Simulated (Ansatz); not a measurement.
# Cl₂H₅NSi₂: one species, many methods

How much do the methods differ for Cl₂H₅NSi₂? The plan is to run it at one geometry with functionals of several rungs and with coupled cluster. The yardstick is the atomisation energy at the CCSD(T) limit.

Method: functionals in def2-TZVPP, the program's frozen cores in correlated methods; program: Ansatz 0.2.0, Gaussian basis.

The runs, in order: PBE-D4, r2SCAN-D4, PBE0-D4, B3LYP-D4, ωB97X-V, ωB97M-V, B2PLYP; CCSD(T)/def2-TZVPP; MP2/def2-QZVPP; extrapolation to the limit.

**1. The relaxed structure**

All runs share one geometry, relaxed beforehand with PBE0-D4 in a triple-zeta def2 set.

SMILES `[SiH3]N[SiH](Cl)Cl`, 10 atoms, charge 0, spin multiplicity 1.

Atoms are counted from 1 here; the program's logs count them from 0.

Bond lengths: Si1–N2 1.736 Å, Si1–H6 1.486 Å, Si1–H7 1.483 Å, Si1–H8 1.486 Å, N2–Si3 1.697 Å, N2–H9 1.012 Å, Si3–Cl4 2.050 Å, Si3–Cl5 2.044 Å, Si3–H10 1.471 Å. Angles: N2–Si1–H6 110.5°, N2–Si1–H7 106.6°, N2–Si1–H8 111.7°, H6–Si1–H7 110.2°, H6–Si1–H8 108.2°, H7–Si1–H8 109.6°, Si1–N2–Si3 127.6°, Si1–N2–H9 116.4°, Si3–N2–H9 115.6°, N2–Si3–Cl4 112.9°, N2–Si3–Cl5 109.5°, N2–Si3–H10 109.8°, Cl4–Si3–Cl5 106.6°, Cl4–Si3–H10 107.7°, Cl5–Si3–H10 110.3°.

**2. PBE-D4 (GGA)**

in.yaml reads:

```yaml
crystal:
  periodic: [false, false, false]
  atoms:
    - {symbol: Si, position_ang: [-0.464219, 0.036678, 1.563462]}
    - {symbol: N, position_ang: [0.089628, 0.615429, 0.023292]}
    - {symbol: Si, position_ang: [0.403999, -0.295464, -1.373778]}
    - {symbol: Cl, position_ang: [-1.168370, -0.308533, -2.688470]}
    - {symbol: Cl, position_ang: [1.993627, 0.514482, -2.372277]}
    - {symbol: H, position_ang: [0.417490, 0.529432, 2.652918]}
    - {symbol: H, position_ang: [-0.420390, -1.444376, 1.500354]}
    - {symbol: H, position_ang: [-1.851868, 0.483493, 1.852688]}
    - {symbol: H, position_ang: [0.134022, 1.619803, -0.090092]}
    - {symbol: H, position_ang: [0.691282, -1.690345, -1.004696]}
basis:
  gaussian: {orbitals: def2-TZVPP}
hamiltonian: {xc: pbe, dispersion: d4}
output: {forces: true, orbitals: {seedname: orbitals}}
```

Run with:

```console
$ ansatz run in.yaml --threads 4 --pin off --events-out ev --progress --plain --max-ram 10444MiB
```

The log of the run (excerpt; [...] marks lines left out):

```text
Functional definition: PBE
  name "PBE"
  cite "Perdew, Burke & Ernzerhof, Phys. Rev. Lett. 77, 3865 (1996) doi:10.1103/PhysRevLett.77.3865"
  parent pbe
[...]
1614 factors; their error is unknown
[...]
mean field -42357.82748046 eV, -1556.6214487402 hartree, gradient 2.6e-5 eV, S^2 0.000000; 0 other end points of the search recorded, 0 dependent functions left out
[...]
reference -42357.82752808 eV, -1556.6214504904 hartree; 37, 37 occupied and 232, 232 virtual orbitals, 1614 factors
Total energy: -42358.13857418 eV, -1556.6328812235 hartree
Atom 0 at    -0.464219     0.036678     1.563462 Å, force    -0.059718    -0.046219     0.158713 eV/Å
Atom 1 at     0.089628     0.615429     0.023292 Å, force     0.023782    -0.010225     0.096252 eV/Å
Atom 2 at     0.403999    -0.295464    -1.373778 Å, force     0.039114    -0.153823    -0.087006 eV/Å
Atom 3 at    -1.168370    -0.308533    -2.688470 Å, force    -0.249480    -0.013644    -0.201766 eV/Å
Atom 4 at     1.993627     0.514482    -2.372277 Å, force     0.253301     0.120817    -0.147576 eV/Å
Atom 5 at     0.417490     0.529432     2.652918 Å, force     0.091391     0.047788     0.123350 eV/Å
Atom 6 at    -0.420390    -1.444376     1.500354 Å, force     0.005225    -0.152842    -0.007021 eV/Å
Atom 7 at    -1.851868     0.483493     1.852688 Å, force    -0.151789     0.040889     0.040303 eV/Å
Atom 8 at     0.134022     1.619803    -0.090092 Å, force     0.017889     0.333591    -0.039582 eV/Å
Atom 9 at     0.691282    -1.690345    -1.004696 Å, force     0.030285    -0.166331     0.064334 eV/Å
Dipole moment:    -0.021920     0.130765     0.326952 e Å
```

Run time: 2.9 s. Hardware: 4 threads of Intel Xeon Platinum 8175M at 2.50GHz, shared host.

Atomisation energy: 3255.7 kJ/mol (free atoms -42324.396 eV, run apart). HOMO -6.79 eV, LUMO -0.91 eV.

**3. r2SCAN-D4 (meta-GGA)**

in.yaml, as its differences from that of step 2:

```diff
@@ -15,3 +15,3 @@
   gaussian: {orbitals: def2-TZVPP}
-hamiltonian: {xc: pbe, dispersion: d4}
+hamiltonian: {xc: r2scan, dispersion: d4}
 output: {forces: true, orbitals: {seedname: orbitals}}
```

The command is unchanged.

The log of the run (excerpt; [...] marks lines left out):

```text
Functional definition: r2SCAN
  name "r2SCAN"
  cite "Furness, Kaplan, Ning, Perdew & Sun, J. Phys. Chem. Lett. 11, 8208 (2020) doi:10.1021/acs.jpclett.0c02405"
  cite "Furness, Kaplan, Ning, Perdew & Sun, J. Phys. Chem. Lett. 11, 9248 (2020) doi:10.1021/acs.jpclett.0c03077"
  parent r2scan
[...]
1614 factors; their error is unknown
[...]
mean field -42374.49319591 eV, -1557.2339024865 hartree, gradient 2.7e-5 eV, S^2 0.000000; 0 other end points of the search recorded, 0 dependent functions left out
[...]
reference -42374.49320939 eV, -1557.2339029819 hartree; 37, 37 occupied and 232, 232 virtual orbitals, 1614 factors
Total energy: -42374.56893012 eV, -1557.2366856674 hartree
Atom 0 at    -0.464219     0.036678     1.563462 Å, force    -0.015673    -0.010184     0.051229 eV/Å
Atom 1 at     0.089628     0.615429     0.023292 Å, force     0.001113    -0.025334     0.034139 eV/Å
Atom 2 at     0.403999    -0.295464    -1.373778 Å, force     0.025714    -0.065236     0.011421 eV/Å
Atom 3 at    -1.168370    -0.308533    -2.688470 Å, force    -0.068739    -0.008652    -0.050097 eV/Å
Atom 4 at     1.993627     0.514482    -2.372277 Å, force     0.063296     0.027416    -0.034268 eV/Å
Atom 5 at     0.417490     0.529432     2.652918 Å, force    -0.024568    -0.014076    -0.017006 eV/Å
Atom 6 at    -0.420390    -1.444376     1.500354 Å, force    -0.004555     0.037527     0.006594 eV/Å
Atom 7 at    -1.851868     0.483493     1.852688 Å, force     0.027425    -0.012290     0.001982 eV/Å
Atom 8 at     0.134022     1.619803    -0.090092 Å, force     0.003121     0.037159    -0.004886 eV/Å
Atom 9 at     0.691282    -1.690345    -1.004696 Å, force    -0.007134     0.033670     0.000894 eV/Å
Dipole moment:    -0.022468     0.130988     0.337166 e Å
```

Wall time 5.5 s (4 threads of Intel Xeon Platinum 8175M at 2.50GHz, shared host).

Atomisation energy: 3254.7 kJ/mol (free atoms -42340.837 eV, run apart). HOMO -7.12 eV, LUMO -0.49 eV.

**4. PBE0-D4 (hybrid)**

in.yaml, as its differences from that of step 3:

```diff
@@ -15,3 +15,3 @@
   gaussian: {orbitals: def2-TZVPP}
-hamiltonian: {xc: r2scan, dispersion: d4}
-output: {forces: true, orbitals: {seedname: orbitals}}
+hamiltonian: {xc: pbe0, dispersion: d4}
+output: {orbitals: {seedname: orbitals}}
```

The command is unchanged.

The log of the run:

```text
Functional definition: PBE0
  name "PBE0"
  cite "Adamo & Barone, J. Chem. Phys. 110, 6158 (1999) doi:10.1063/1.478522"
  cite "Perdew, Burke & Ernzerhof, Phys. Rev. Lett. 77, 3865 (1996) doi:10.1103/PhysRevLett.77.3865"
  parent pbe
  parameter a = 0.25
  parameter kappa = 0.804
  parameter beta = 0.06672455060314922
  exchange = (1 - a)*pbe_x(kappa = kappa, mu = beta*pi^2/3) + a*exact_x
  correlation = pbe_c(beta = beta)
1682 factors; their error is unknown
mean field evaluation 1: about -42355.3997 eV, gradient 5.8e1 eV
mean field evaluation 2: about -42345.4068 eV, gradient 8.4e1 eV
mean field evaluation 4: about -42361.5574 eV, gradient 3.5e0 eV
mean field evaluation 8: about -42361.5806 eV, gradient 3.7e-2 eV
mean field evaluation 16: about -42361.6796 eV, gradient 3.1e-5 eV
mean field -42361.67957056 eV, -1556.7630104403 hartree, gradient 3.1e-5 eV, S^2 0.000000; 0 other end points of the search recorded, 0 dependent functions left out
reference -42361.67960673 eV, -1556.7630117697 hartree; 37, 37 occupied and 232, 232 virtual orbitals, 1682 factors
Total energy: -42361.94655957 eV, -1556.7728221054 hartree
```

Wall time 4.3 s (4 threads of Intel Xeon Platinum 8175M at 2.50GHz, shared host); peak memory 0.9 GiB.

With the free atoms at this level, -42328.476 eV in sum, the atomisation energy is 3229.4 kJ/mol. HOMO -8.16 eV, LUMO -0.07 eV.

**5. B3LYP-D4 (hybrid)**

B3LYP here takes the VWN-RPA correlation.

in.yaml, as its differences from that of step 4:

```diff
@@ -15,3 +15,3 @@
   gaussian: {orbitals: def2-TZVPP}
-hamiltonian: {xc: pbe0, dispersion: d4}
-output: {orbitals: {seedname: orbitals}}
+hamiltonian: {xc: {name: B3LYP}, dispersion: d4}
+output: {forces: true, orbitals: {seedname: orbitals}}
```

Launched as before.

The log of the run (excerpt; [...] marks lines left out):

```text
Functional definition: B3LYP
  name "B3LYP"
  cite "Stephens, Devlin, Chabalowski & Frisch, J. Phys. Chem. 98, 11623 (1994) doi:10.1021/j100096a001"
  cite "Becke, Phys. Rev. A 38, 3098 (1988) doi:10.1103/PhysRevA.38.3098"
  cite "Lee, Yang & Parr, Phys. Rev. B 37, 785 (1988) doi:10.1103/PhysRevB.37.785"
  cite "Vosko, Wilk & Nusair, Can. J. Phys. 58, 1200 (1980) doi:10.1139/p80-159"
[...]
1658 factors; their error is unknown
[...]
mean field -42380.35125507 eV, -1557.4491821899 hartree, gradient 4.7e-5 eV, S^2 0.000000; 0 other end points of the search recorded, 0 dependent functions left out
[...]
reference -42380.35157170 eV, -1557.4491938261 hartree; 37, 37 occupied and 232, 232 virtual orbitals, 1658 factors
Total energy: -42380.85773220 eV, -1557.4677948812 hartree
Atom 0 at    -0.464219     0.036678     1.563462 Å, force    -0.060137    -0.045860     0.194322 eV/Å
Atom 1 at     0.089628     0.615429     0.023292 Å, force    -0.012058     0.053624     0.013853 eV/Å
Atom 2 at     0.403999    -0.295464    -1.373778 Å, force     0.064465    -0.221635     0.122962 eV/Å
Atom 3 at    -1.168370    -0.308533    -2.688470 Å, force    -0.191264    -0.010574    -0.137403 eV/Å
Atom 4 at     1.993627     0.514482    -2.372277 Å, force     0.194299     0.087785    -0.108156 eV/Å
Atom 5 at     0.417490     0.529432     2.652918 Å, force    -0.060915    -0.034014    -0.064752 eV/Å
Atom 6 at    -0.420390    -1.444376     1.500354 Å, force    -0.006524     0.102167     0.011340 eV/Å
Atom 7 at    -1.851868     0.483493     1.852688 Å, force     0.088329    -0.030755    -0.013723 eV/Å
Atom 8 at     0.134022     1.619803    -0.090092 Å, force     0.005255    -0.004679     0.004930 eV/Å
Atom 9 at     0.691282    -1.690345    -1.004696 Å, force    -0.021449     0.103941    -0.023371 eV/Å
Dipole moment:    -0.023332     0.121844     0.343327 e Å
```

Run time: 6.5 s. Hardware: 4 threads of Intel Xeon Platinum 8175M at 2.50GHz, shared host; peak memory 0.96 GiB.

With the free atoms at this level, -42347.255 eV in sum, the atomisation energy is 3242.1 kJ/mol. HOMO -7.91 eV, LUMO -0.28 eV.

**6. ωB97X-V (range-separated)**

in.yaml, as its differences from that of step 5:

```diff
@@ -15,3 +15,3 @@
   gaussian: {orbitals: def2-TZVPP}
-hamiltonian: {xc: {name: B3LYP}, dispersion: d4}
-output: {forces: true, orbitals: {seedname: orbitals}}
+hamiltonian: {xc: {name: wB97X-V}}
+output: {orbitals: {seedname: orbitals}}
```

The command is unchanged.

The log of the run (excerpt; [...] marks lines left out):

```text
Functional definition: wB97X-V
  name "wB97X-V"
  cite "Mardirossian & Head-Gordon, Phys. Chem. Chem. Phys. 16, 9904 (2014) doi:10.1039/C3CP54374A"
  cite "Becke, J. Chem. Phys. 107, 8554 (1997) doi:10.1063/1.475007"
  cite "Vydrov & Van Voorhis, J. Chem. Phys. 133, 244103 (2010) doi:10.1063/1.3521275"
[...]
      + integral(e_c_pw_opposite_spin*poly(b97_u_opposite, cos0, cos1)) + vv10(b, c)
1652 factors; their error is unknown
321 factors; integrals over basis functions are off by at most 2.4e-5 eV
[...]
mean field -42371.79195942 eV, -1557.1346338765 hartree, gradient 3.5e-5 eV, S^2 0.000000; 0 other end points of the search recorded, 0 dependent functions left out
reference -42371.79195714 eV, -1557.1346337926 hartree; 37, 37 occupied and 232, 232 virtual orbitals, 1652 factors
Total energy: -42371.79195714 eV, -1557.1346337926 hartree
```

It took 9 s on 4 threads of Intel Xeon Platinum 8175M at 2.50GHz, shared host; peak memory 1.1 GiB.

Atomisation energy: 3287.8 kJ/mol (free atoms -42337.717 eV, run apart). HOMO -10.56 eV, LUMO 1.91 eV.

**7. ωB97M-V (range-separated)**

in.yaml, as its differences from that of step 6:

```diff
@@ -15,3 +15,3 @@
   gaussian: {orbitals: def2-TZVPP}
-hamiltonian: {xc: {name: wB97X-V}}
-output: {orbitals: {seedname: orbitals}}
+hamiltonian: {xc: {name: wB97M-V}}
+output: {forces: true, orbitals: {seedname: orbitals}}
```

Same command.

The log of the run (excerpt; [...] marks lines left out):

```text
Functional definition: wB97M-V
  name "wB97M-V"
  cite "Mardirossian & Head-Gordon, J. Chem. Phys. 144, 214110 (2016) doi:10.1063/1.4952647"
  cite "Becke, J. Chem. Phys. 107, 8554 (1997) doi:10.1063/1.475007"
  cite "Vydrov & Van Voorhis, J. Chem. Phys. 133, 244103 (2010) doi:10.1063/1.3521275"
  # Of w^i u^j: cxij and so on, Table III.
[...]
  gx(w, u) = 1 - cx + cx01*u + cx10*w
  gss(w, u) = css00 + css04*u^4 + css10*w + css20*w^2 + css43*w^4*u^3
  gos(w, u) = cos00 + cos10*w + (cos20 + cos21*u)*w^2 + (cos60 + cos61*u)*w^6
[...]
      + integral(e_c_pw_mod_opposite_spin*gos(b97_w_opposite, b97_u_opposite)) + vv10(b, c)
1652 factors; their error is unknown
321 factors; integrals over basis functions are off by at most 2.4e-5 eV
[...]
Atom 0 at    -0.464219     0.036678     1.563462 Å, force    -0.067688    -0.063920     0.213895 eV/Å
Atom 1 at     0.089628     0.615429     0.023292 Å, force    -0.007996     0.044052    -0.010257 eV/Å
Atom 2 at     0.403999    -0.295464    -1.373778 Å, force     0.051658    -0.220830     0.052061 eV/Å
Atom 3 at    -1.168370    -0.308533    -2.688470 Å, force    -0.028440     0.005461    -0.022936 eV/Å
Atom 4 at     1.993627     0.514482    -2.372277 Å, force     0.029404     0.022969    -0.023907 eV/Å
Atom 5 at     0.417490     0.529432     2.652918 Å, force    -0.108492    -0.058971    -0.130655 eV/Å
Atom 6 at    -0.420390    -1.444376     1.500354 Å, force    -0.003722     0.166766     0.000153 eV/Å
Atom 7 at    -1.851868     0.483493     1.852688 Å, force     0.167191    -0.052834    -0.035950 eV/Å
Atom 8 at     0.134022     1.619803    -0.090092 Å, force     0.005897    -0.013999    -0.001664 eV/Å
Atom 9 at     0.691282    -1.690345    -1.004696 Å, force    -0.037813     0.171307    -0.040740 eV/Å
Dipole moment:    -0.022903     0.128042     0.337156 e Å
```

Wall time 13 s (4 threads of Intel Xeon Platinum 8175M at 2.50GHz, shared host); peak memory 1.2 GiB.

With the free atoms at this level, -42341.421 eV in sum, the atomisation energy is 3278.9 kJ/mol. HOMO -10.43 eV, LUMO 1.55 eV.

**8. B2PLYP (double hybrid)**

in.yaml, as its differences from that of step 7:

```diff
@@ -15,3 +15,2 @@
   gaussian: {orbitals: def2-TZVPP}
-hamiltonian: {xc: {name: wB97M-V}}
-output: {forces: true, orbitals: {seedname: orbitals}}
+hamiltonian: {xc: {name: B2PLYP}}
```

Launched as before.

The log of the run (excerpt; [...] marks lines left out):

```text
Functional definition: B2PLYP
  name "B2PLYP"
  cite "Grimme, J. Chem. Phys. 124, 034108 (2006) doi:10.1063/1.2148954"
  cite "Becke, Phys. Rev. A 38, 3098 (1988) doi:10.1103/PhysRevA.38.3098"
  cite "Lee, Yang & Parr, Phys. Rev. B 37, 785 (1988) doi:10.1103/PhysRevB.37.785"
[...]
1560 factors; integrals over basis functions are off by at most 9.1e-4 eV
[...]
mean field -42356.15779705 eV, -1556.5600890068 hartree, gradient 4.4e-6 eV, S^2 0.000000; 0 other end points of the search recorded, 0 dependent functions left out
21 core orbitals not correlated: weight in the atoms' cores, before any rotation towards them, 1.000 or more for the frozen orbitals, at most 0.000 for the correlated occupied ones
reference -42356.15799936 eV, -1556.5600964416 hartree; 16, 16 occupied and 232, 232 virtual orbitals, 1560 factors
second order -27.52889816 eV of doubles, -0.00000000 eV of singles
Total energy: -42363.59080187 eV, -1556.8332468954 hartree
```

It took 6.5 s on 4 threads of Intel Xeon Platinum 8175M at 2.50GHz, shared host; peak memory 0.76 GiB.

With the free atoms at this level, -42330.386 eV in sum, the atomisation energy is 3203.8 kJ/mol.

**9. Orbital energies across the functionals**

Dipoles come from the runs that computed forces. Levels, from each run's orbital file:

```csv
functional,HOMO (eV),LUMO (eV),gap (eV),dipole (D)
PBE-D4,-6.79,-0.91,5.88,1.69
r2SCAN-D4,-7.12,-0.49,6.63,1.74
PBE0-D4,-8.16,-0.07,8.09,
B3LYP-D4,-7.91,-0.28,7.63,1.75
ωB97X-V,-10.56,1.91,12.47,
ωB97M-V,-10.43,1.55,11.99,1.74
```

**10. CCSD(T) in def2-TZVPP**

in.yaml, as its differences from that of step 8:

```diff
@@ -15,2 +15,2 @@
   gaussian: {orbitals: def2-TZVPP}
-hamiltonian: {xc: {name: B2PLYP}}
+correlation: {method: ccsd_t}
```

Same command.

The log of the run (excerpt; [...] marks lines left out):

```text
Functional definition: HF
  name "HF"
  cite "Fock, Z. Phys. 61, 126 (1930) doi:10.1007/BF01340294"
  parent pbe
[...]
1560 factors; integrals over basis functions are off by at most 9.1e-4 eV
[...]
mean field -42299.30551492 eV, -1554.4708061744 hartree, gradient 3.7e-6 eV, S^2 0.000000; 0 other end points of the search recorded, 0 dependent functions left out
21 core orbitals not correlated: weight in the atoms' cores, before any rotation towards them, 1.000 or more for the frozen orbitals, at most 0.000 for the correlated occupied ones
reference -42299.30551492 eV, -1554.4708061744 hartree; 16, 16 occupied and 232, 232 virtual orbitals, 1560 factors
second order -22.61435871 eV of doubles, -0.00000000 eV of singles
cycle   1  -23.70690720 eV  change    -1.1e0 eV  update   9.7e-2
[...]
cycle   8  -24.36003311 eV  change   -2.4e-5 eV  update   3.3e-5
perturbative correction -0.98145868 eV, -0.0360679414 hartree
Total energy: -42324.64700671 eV, -1555.4020888206 hartree
```

It took 1.9 min on 4 threads of Intel Xeon Platinum 8175M at 2.50GHz, shared host; peak memory 6.2 GiB.

**11. MP2 in def2-QZVPP**

in.yaml, as its differences from that of step 10:

```diff
@@ -14,3 +14,3 @@
 basis:
-  gaussian: {orbitals: def2-TZVPP}
-correlation: {method: ccsd_t}
+  gaussian: {orbitals: "def2-QZVPP.json"}
+correlation: {method: mp2}
```

Launched as before.

The log of the run:

```text
Functional definition: HF
  name "HF"
  cite "Fock, Z. Phys. 61, 126 (1930) doi:10.1007/BF01340294"
  parent pbe
  exchange = exact_x
  correlation = 0
2856 factors; integrals over basis functions are off by at most 9.5e-4 eV
mean field evaluation 1: about -42296.8766 eV, gradient 3.8e1 eV
mean field evaluation 2: about -42297.0582 eV, gradient 3.9e1 eV
mean field evaluation 4: about -42300.5245 eV, gradient 3.7e0 eV
mean field evaluation 8: about -42300.5824 eV, gradient 2.7e-1 eV
mean field -42300.58270952 eV, -1554.5177422101 hartree, gradient 3.0e-6 eV, S^2 0.000000; 0 other end points of the search recorded, 0 dependent functions left out
21 core orbitals not correlated: weight in the atoms' cores, before any rotation towards them, 1.000 or more for the frozen orbitals, at most 0.000 for the correlated occupied ones
reference -42300.58270952 eV, -1554.5177422101 hartree; 16, 16 occupied and 450, 450 virtual orbitals, 2856 factors
second order -24.62775801 eV of doubles, -0.00000000 eV of singles
Total energy: -42325.21046753 eV, -1555.4227956236 hartree
```

It took 25 s on 4 threads of Intel Xeon Platinum 8175M at 2.50GHz, shared host; peak memory 3 GiB.

Energy pieces by basis (eV):

```
     basis           HF  MP2 correlation  CCSD correlation      (T)              total
def2-TZVPP  -42299.3055         -22.6144          -24.3600  -0.9815        -42324.6470
def2-QZVPP  -42300.5827         -24.6278                             -42325.2105 (MP2)
```

The report of the def2-TZVPP run gives T1 = 0.0098.

**12. Extrapolating to the complete basis**

No new run: Hartree-Fock is extrapolated as exp(−7.88√X) and correlation as X^−2.97, with X = 3 and 4; only MP2 was run in the larger set, so CCSD(T) minus MP2 is added from the smaller one.

```
  level  energy at the limit (eV)
     HF               -42300.7586
    MP2               -42326.8778
   CCSD               -42328.6235
CCSD(T)               -42329.6049
```

**13. Atomisation energies**

Atomisation energy = energies of 2 Si, 1 N, 2 Cl, 5 H (separate runs, same level) minus the molecule's; electronic only, no spin-orbit term.

Differences are taken before rounding.

| method | rung | atoms, summed (eV) | atomisation energy (kJ/mol) | from CCSD(T)/CBS (kJ/mol) | time |
| --- | --- | --- | --- | --- | --- |
| PBE-D4 | GGA | -42324.396 | 3255.7 | -11.4 | 2.9 s |
| r2SCAN-D4 | meta-GGA | -42340.837 | 3254.7 | -12.4 | 5.5 s |
| PBE0-D4 | hybrid | -42328.476 | 3229.4 | -37.7 | 4.3 s |
| B3LYP-D4 | hybrid | -42347.255 | 3242.1 | -24.9 | 6.5 s |
| ωB97X-V | range-separated | -42337.717 | 3287.8 | +20.7 | 9 s |
| ωB97M-V | range-separated | -42341.421 | 3278.9 | +11.8 | 13 s |
| B2PLYP | double hybrid | -42330.386 | 3203.8 | -63.3 | 6.5 s |
| HF/def2-TZVPP | wavefunction | -42274.445 | 2398.7 | -868.4 |  |
| MP2/def2-TZVPP | wavefunction | -42288.699 | 3205.3 | -61.8 |  |
| CCSD/def2-TZVPP | wavefunction | -42291.417 | 3111.5 | -155.6 |  |
| CCSD(T)/def2-TZVPP | wavefunction | -42291.928 | 3156.9 | -110.2 | 1.9 min |
| MP2/CBS | wavefunction | -42292.515 | 3315.5 | +48.4 |  |
| CCSD(T)/CBS | wavefunction | -42295.744 | 3267.1 | 0 | 2.3 min |

Among the levels timed on like hardware and quicker than the yardstick, those that no quicker one beats, quickest first: PBE-D4 (2.9 s, -11.4 kJ/mol).

B2PLYP carry no dispersion term (for B3LYP, D4 adds 48.8 kJ/mol).

Times are those of the molecule's run; HF, MP2 and CCSD come out of the CCSD(T) runs, and the limit's time is the sum of the runs that it needs.

**14. Outcome**

| quantity | value |
| --- | --- |
| atomisation energy, CCSD(T)/CBS | 3267.1 kJ/mol |
| functionals within 16.3 kJ/mol (0.5 %) | PBE-D4, r2SCAN-D4, ωB97M-V |
| farthest | B2PLYP (-63.3 kJ/mol) |
| mean size of error, hybrid | 31.3 kJ/mol |
| mean size of error, range-separated | 16.3 kJ/mol |
| gap, smallest and largest | 5.88 eV (PBE-D4), 12.47 eV (ωB97X-V) |
| T1 diagnostic | 0.0098 |
| triples share of the correlation energy | 3.9 % |

PBE-D4 is off by -11.4 kJ/mol. Double hybrids carry the basis error of their MP2 part in triple zeta, and no dispersion term here, so their miss is partly the set-up's. The reference freezes the cores and leaves out relativity and excitations past (T), so misses under about 16.3 kJ/mol can't be ranked. Hartree-Fock recovers 73 % of the binding; the rest is correlation. The gap grows from 5.9 to 12.5 eV across the functionals, mostly with the share of exact exchange.

For cost: PBE-D4 gets within 11.4 kJ/mol in 2.9 s, where CCSD(T)/CBS took 2.3 min.
